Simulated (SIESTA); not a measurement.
# HfMo: single point with optB88-vdW

HfMo:

```
Hf Mo
1.0
     1.67120   -2.47247    0.00000
     1.67120    2.47247    0.00000
     0.00000    0.00000    4.44701
Hf Mo
1 1
Direct
  0.00000 0.00000 0.00000
  0.50000 0.50000 0.50000
```

The cell comes from a database or a generator and needn't be the stable form of this composition.

- Program: SIESTA 5.4.2
- Task: single point
- Functional: optB88-vdW
- Potentials or basis: PseudoDojo 0.4 standard (PBE files)
- Basis: DZP (energy shift 0.003 Ry; two zetas on semicore shells)
- Grid cutoff: 800 Ry
- Energy shift: 0.003 Ry
- k mesh: 10 × 10 × 6
- Occupations: fermi-dirac, width 0.05 eV
- Spin: no spin polarisation

- Pressure: 0.1 GPa
- Band gap on the k mesh: none (metal or under the smearing width)

Stress tensor (GPa, compression positive):
```
 0.74  0.00  0.00
 0.00 -0.54  0.00
 0.00  0.00  0.02
```

Wall time 2.2 min on 1 thread of Arm Neoverse V1 (shared host), peak memory 0.47 GiB.

Caveat: short orbitals over semicore shells can move pressures by several GPa; the potentials were made for another functional, which shifts forces and pressure; the basis of atomic orbitals isn't converged, which shifts pressures, moduli and gaps. Spin-orbit coupling is left out, which matters for the levels of Hf.
